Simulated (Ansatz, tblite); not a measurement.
# (H2Ga-mu-F)2 (Ga₂H₄F₂): spin states and exact exchange

Aim: set other spin states of (H2Ga-mu-F)2 (Ga₂H₄F₂) against its singlet, on many levels of theory.

Program: Ansatz 0.2.0, Gaussian basis. Level of theory: as each input shows. These are calculated values, not measurements.

Plan: triplet, at the geometry of the singlet (GFN1-xTB, GFN2-xTB, PBE0-D4/def2-TZVP, PBE-D4/def2-TZVP, r2SCAN-D4/def2-TZVP); the singlet's energies come from earlier runs.

## Step 1: The geometry

The geometry is that of the singlet, from an earlier relaxation (PBE0-D4/def2-SVP).

8 atoms, charge 0, spin multiplicity 1.

Bond lengths: Ga1–H2 1.554 Å, Ga1–H3 1.554 Å, Ga1–F4 1.945 Å, Ga1–F8 1.944 Å, F4–Ga5 1.944 Å, Ga5–H6 1.554 Å, Ga5–H7 1.554 Å, Ga5–F8 1.945 Å. Angles: H2–Ga1–H3 135.1°, H2–Ga1–F4 107.2°, H2–Ga1–F8 107.2°, H3–Ga1–F4 107.2°, H3–Ga1–F8 107.2°, F4–Ga1–F8 78.9°, Ga1–F4–Ga5 101.1°, F4–Ga5–H6 107.2°, F4–Ga5–H7 107.2°, F4–Ga5–F8 78.9°, H6–Ga5–H7 135.1°, H6–Ga5–F8 107.2°, H7–Ga5–F8 107.2°, Ga1–F8–Ga5 101.1°.

## Step 2: Triplet at the fixed geometry, GFN1-xTB

Tight binding, by tblite at 300 K electronic temperature and without a spin-polarisation term:

```python
tblite.interface.Calculator('GFN1-xTB', numbers, positions, charge=0, uhf=2).singlepoint()
```

Energy -407.0567 eV; 0.004 s.

## Step 3: Triplet at the fixed geometry, GFN2-xTB

Tight binding, by tblite at 300 K electronic temperature and without a spin-polarisation term:

```python
tblite.interface.Calculator('GFN2-xTB', numbers, positions, charge=0, uhf=2).singlepoint()
```

Energy -375.8251 eV; 0.003 s.

## Step 4: Triplet at the fixed geometry, PBE0-D4/def2-TZVP

Input file in.yaml:

```yaml
crystal:
  periodic: [false, false, false]
  atoms:
    - {symbol: Ga, position_ang: [0.833628, -1.085726, 0.617466]}
    - {symbol: H, position_ang: [1.885135, -1.659391, -0.372887]}
    - {symbol: H, position_ang: [0.443086, -1.371172, 2.094429]}
    - {symbol: F, position_ang: [0.816885, 0.844382, 0.381581]}
    - {symbol: Ga, position_ang: [-0.833629, 1.085732, -0.617483]}
    - {symbol: H, position_ang: [-1.887051, 1.663215, 0.368529]}
    - {symbol: H, position_ang: [-0.438787, 1.366839, -2.094165]}
    - {symbol: F, position_ang: [-0.819276, -0.843869, -0.377481]}
basis:
  gaussian: {orbitals: def2-TZVP}
magnetization: {spin_polarized: true, initial_magnetization: 2}
hamiltonian: {xc: pbe0, dispersion: d4}
scf: {omitted_lower_state_checks: [starts]}
output: {orbitals: {seedname: orbitals}}
```

Started as:

```
$ ansatz run in.yaml --threads 4 --pin off --events-out ev --progress --plain --max-ram 3916MiB
```

What it wrote:

```text
Functional definition: PBE0
  name "PBE0"
  cite "Adamo & Barone, J. Chem. Phys. 110, 6158 (1999) doi:10.1063/1.478522"
  cite "Perdew, Burke & Ernzerhof, Phys. Rev. Lett. 77, 3865 (1996) doi:10.1103/PhysRevLett.77.3865"
  parent pbe
  parameter a = 0.25
  parameter kappa = 0.804
  parameter beta = 0.06672455060314922
  exchange = (1 - a)*pbe_x(kappa = kappa, mu = beta*pi^2/3) + a*exact_x
  correlation = pbe_c(beta = beta)
these checks for a lower state are left out or cut short: starts
1314 factors; their error is unknown
mean field evaluation 1: about -110231.1240 eV, gradient 3.7e1 eV
mean field evaluation 2: about -110220.6509 eV, gradient 7.1e1 eV
mean field evaluation 4: about -110234.4053 eV, gradient 2.3e0 eV
mean field evaluation 8: about -110234.4245 eV, gradient 1.7e-1 eV
mean field evaluation 16: about -110234.8198 eV, gradient 1.2e-3 eV
mean field -110234.87258862 eV, -4051.0568477513 hartree, gradient 1.7e-5 eV, S^2 2.008514; 0 other end points of the search recorded, 0 dependent functions left out
reference -110234.87262810 eV, -4051.0568492025 hartree; 43, 41 occupied and 139, 141 virtual orbitals, 1314 factors
Total energy: -110235.01563402 eV, -4051.0621045730 hartree
Checks for a lower state left out: starts
```

Run time: 8.5 s. Hardware: 4 threads of Arm Neoverse V2, shared host; peak memory 0.83 GiB.

From the report: HOMO -2.84 eV, LUMO -7.58 eV (over both spins; with the spin held, an empty level of the minority spin lies below the top filled one); ⟨S²⟩ 2.009 (pure: 2.00).

## Step 5: Triplet at the fixed geometry, PBE-D4/def2-TZVP

start.molden holds the orbitals of an earlier run on this state, given as this run's starting guess.

in.yaml, as its differences from that of step 4:

```diff
@@ -12,5 +12,5 @@
 basis:
-  gaussian: {orbitals: def2-TZVP}
+  gaussian: {orbitals: def2-TZVP, initial_orbitals: start.molden}
 magnetization: {spin_polarized: true, initial_magnetization: 2}
-hamiltonian: {xc: pbe0, dispersion: d4}
+hamiltonian: {xc: pbe, dispersion: d4}
 scf: {omitted_lower_state_checks: [starts]}
```

Launched as before.

What it wrote:

```text
Functional definition: PBE
  name "PBE"
  cite "Perdew, Burke & Ernzerhof, Phys. Rev. Lett. 77, 3865 (1996) doi:10.1103/PhysRevLett.77.3865"
  parent pbe
  parameter kappa = 0.804
  parameter beta = 0.06672455060314922
  exchange = pbe_x(kappa = kappa, mu = beta*pi^2/3)
  correlation = pbe_c(beta = beta)
these checks for a lower state are left out or cut short: starts
1224 factors; their error is unknown
mean field evaluation 1: about -110232.9491 eV, gradient 9.5e0 eV
mean field evaluation 2: about -110233.2544 eV, gradient 7.6e-1 eV
mean field evaluation 4: about -110233.3554 eV, gradient 2.2e-2 eV
mean field evaluation 8: about -110233.3412 eV, gradient 1.9e-5 eV
mean field -110233.34120846 eV, -4051.0005705685 hartree, gradient 3.3e-5 eV, S^2 2.002130; 0 other end points of the search recorded, 0 dependent functions left out
reference -110233.34125939 eV, -4051.0005724404 hartree; 43, 41 occupied and 139, 141 virtual orbitals, 1224 factors
Total energy: -110233.51015006 eV, -4051.0067790578 hartree
Checks for a lower state left out: starts
```

It took 3.9 s on 4 threads of Arm Neoverse V2, shared host.

Report: HOMO -2.23 eV, LUMO -7.85 eV (over both spins; with the spin held, an empty level of the minority spin lies below the top filled one); ⟨S²⟩ 2.002 (pure: 2.00).

## Step 6: Triplet at the fixed geometry, r2SCAN-D4/def2-TZVP

in.yaml, as its differences from that of step 5:

```diff
@@ -14,3 +14,3 @@
 magnetization: {spin_polarized: true, initial_magnetization: 2}
-hamiltonian: {xc: pbe, dispersion: d4}
+hamiltonian: {xc: r2scan, dispersion: d4}
 scf: {omitted_lower_state_checks: [starts]}
```

The command is unchanged.

What it wrote, cut to the lines that bear on the results:

```text
Functional definition: r2SCAN
  name "r2SCAN"
  cite "Furness, Kaplan, Ning, Perdew & Sun, J. Phys. Chem. Lett. 11, 8208 (2020) doi:10.1021/acs.jpclett.0c02405"
  cite "Furness, Kaplan, Ning, Perdew & Sun, J. Phys. Chem. Lett. 11, 9248 (2020) doi:10.1021/acs.jpclett.0c03077"
  parent r2scan
[...]
1224 factors; their error is unknown
[...]
mean field -110251.71066253 eV, -4051.6756355545 hartree, gradient 1.3e-5 eV, S^2 2.004914; 0 other end points of the search recorded, 0 dependent functions left out
reference -110251.71068219 eV, -4051.6756362768 hartree; 43, 41 occupied and 139, 141 virtual orbitals, 1224 factors
Total energy: -110251.74866623 eV, -4051.6770321647 hartree
Checks for a lower state left out: starts
```

Wall time 22 s (4 threads of Arm Neoverse V2, shared host).

HOMO -2.34 eV, LUMO -8.08 eV (over both spins; with the spin held, an empty level of the minority spin lies below the top filled one); ⟨S²⟩ 2.005 (pure: 2.00).

## Step 7: Triplet less singlet, vertical

The singlet's energies are those of its earlier runs, whose logs aren't repeated here.

| level | triplet less singlet, vertical (kJ/mol) | time |
| --- | --- | --- |
| GFN1-xTB | +661.3 | 0.008 s |
| GFN2-xTB | +606.4 | 0.005 s |
| PBE-D4/def2-TZVP | +548.9 | 5.7 s |
| r2SCAN-D4/def2-TZVP | +587.2 | 25 s |
| PBE0-D4/def2-TZVP | +623.1 | 11 s |

Times add the two runs; a level without a time comes out of a correlated run. Tight binding without a spin term can't rank spin states.

## Step 8: Outcome

```
                                                quantity                                       value
triplet less singlet, vertical, functionals in def2-TZVP  +548.9 (PBE-D4) to +623.1 kJ/mol (PBE0-D4)
```

All functionals put the triplet above the singlet, over a spread of 74.2 kJ/mol. The checks for a lower triplet were left out, so another state of that spin may lie lower. These are electronic energies, without zero-point motion, entropy or surroundings.
